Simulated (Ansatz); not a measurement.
# C4H10Zn: vertical ionisation energy

An exercise on one series of results from a longer session: the logs are not shown, and one member is left open.

Computed with Ansatz 0.2.0, Gaussian basis. Level: unrestricted cation, the program's frozen cores in correlated methods.

Levels to be run: UKS PBE-D4/def2-TZVPP; UKS r2SCAN-D4/def2-TZVPP; UKS PBE0-D4/def2-TZVPP; UKS B3LYP-D4/def2-TZVPP; UKS wB97X-V/def2-TZVPP; UKS wB97M-V/def2-TZVPP; UKS B2PLYP (frozen core with 3s3p of Cu, Zn)/def2-TZVPP; UHF-CCSD(T) with 3s3p of Cu, Zn/def2-TZVPP; UHF-MP2 with 3s3p of Cu, Zn/def2-QZVPP; extrapolation to the limit; then −ε(HOMO) from the neutral's earlier runs with LDA (SPW92), PBE-D4, revPBE-D4, BLYP-D4, r2SCAN-D4, B97M-V, PBE0-D4, B3LYP-D4, r2SCANh-D4, r2SCAN0-D4, HSE06-D4, BHLYP-D4, CAM-B3LYP-D4, LC-ωPBE, ωB97X-V, ωB97M-V.

### The geometry

An earlier PBE0-D4 in a triple-zeta def2 set relaxation fixed the geometry.

SMILES `CC[CH2][Zn][CH3]`, 15 atoms, charge 0, spin multiplicity 1.

Atoms are counted from 1 here; the program's logs count them from 0.

Bond lengths: C1–C2 1.520 Å, C1–H6 1.093 Å, C1–H7 1.096 Å, C1–H8 1.094 Å, C2–C3 1.527 Å, C2–H9 1.098 Å, C2–H10 1.096 Å, C3–Zn4 1.958 Å, C3–H11 1.098 Å, C3–H12 1.096 Å, Zn4–C5 1.945 Å, C5–H13 1.093 Å, C5–H14 1.093 Å, C5–H15 1.093 Å. Angles: C2–C1–H6 112.0°, C2–C1–H7 111.3°, C2–C1–H8 111.0°, H6–C1–H7 107.4°, H6–C1–H8 107.7°, H7–C1–H8 107.2°, C1–C2–C3 113.1°, C1–C2–H9 108.6°, C1–C2–H10 109.1°, C3–C2–H9 110.1°, C3–C2–H10 110.1°, H9–C2–H10 105.6°, C2–C3–Zn4 115.2°, C2–C3–H11 109.5°, C2–C3–H12 110.3°, Zn4–C3–H11 107.5°, Zn4–C3–H12 108.2°, H11–C3–H12 105.6° and more.

Set-up of the first run:

Contents of in.yaml:

```yaml
crystal:
  periodic: [false, false, false]
  atoms:
    - {symbol: C, position_ang: [-0.023073, -0.015913, 2.025534]}
    - {symbol: C, position_ang: [1.191280, -0.405415, 1.199304]}
    - {symbol: C, position_ang: [0.826853, -1.052150, -0.135404]}
    - {symbol: Zn, position_ang: [-0.300063, 0.036634, -1.310192]}
    - {symbol: C, position_ang: [-1.409642, 1.113349, -2.490272]}
    - {symbol: H, position_ang: [0.259214, 0.403794, 2.994290]}
    - {symbol: H, position_ang: [-0.632921, 0.733709, 1.507957]}
    - {symbol: H, position_ang: [-0.663964, -0.882718, 2.212233]}
    - {symbol: H, position_ang: [1.813739, -1.088765, 1.791642]}
    - {symbol: H, position_ang: [1.809607, 0.483285, 1.030023]}
    - {symbol: H, position_ang: [0.298541, -1.996810, 0.047626]}
    - {symbol: H, position_ang: [1.734643, -1.323976, -0.686577]}
    - {symbol: H, position_ang: [-1.051441, 2.145432, -2.534655]}
    - {symbol: H, position_ang: [-1.406596, 0.715179, -3.508541]}
    - {symbol: H, position_ang: [-2.446177, 1.134365, -2.142967]}
basis:
  gaussian: {orbitals: def2-TZVPP}
total_charge: 1
magnetization: {spin_polarized: true, initial_magnetization: 1}
hamiltonian: {xc: pbe, dispersion: d4}
```

Run with:

```bash
$ ansatz run in.yaml --threads 2 --pin off --events-out ev --progress --plain --max-ram 32768MiB --backend cuda --devices 0, --max-vram 18GiB
```

Among the steps run: Cation, UKS PBE-D4/def2-TZVPP; Cation, UKS r2SCAN-D4/def2-TZVPP; Cation, UKS PBE0-D4/def2-TZVPP; Cation, UKS B3LYP-D4/def2-TZVPP; Cation, UKS wB97X-V/def2-TZVPP; Cation, UKS wB97M-V/def2-TZVPP; Cation, UKS B2PLYP (frozen core with 3s3p of Cu, Zn)/def2-TZVPP; Cation, UHF-CCSD(T) with 3s3p of Cu, Zn/def2-TZVPP; Cation, UHF-MP2 with 3s3p of Cu, Zn/def2-QZVPP.

One table of the session follows, with a row left open; its other results are not shown here.

Orbital estimates, from the neutral's runs:

```
  functional  −ε(HOMO) (eV)
 LDA (SPW92)           5.81
      PBE-D4           5.64
   revPBE-D4           5.58
     BLYP-D4           5.50
   r2SCAN-D4           5.85
      B97M-V           5.88
     PBE0-D4           6.75
    B3LYP-D4           6.55
  r2SCANh-D4           6.26
  r2SCAN0-D4           6.89
    HSE06-D4           6.35
    BHLYP-D4           7.76
CAM-B3LYP-D4           8.07
     LC-ωPBE           9.44
     ωB97X-V           9.05
     ωB97M-V              ?
```

Estimate the missing values for ωB97M-V.

The run gave: −ε(HOMO) (eV): 8.93. In the column «−ε(HOMO) (eV)» it lies between CAM-B3LYP-D4 (8.07) and ωB97X-V (9.05).

To keep in mind: The cation may have settled in a state other than its lowest; no search over hole states beyond the program's own was made.
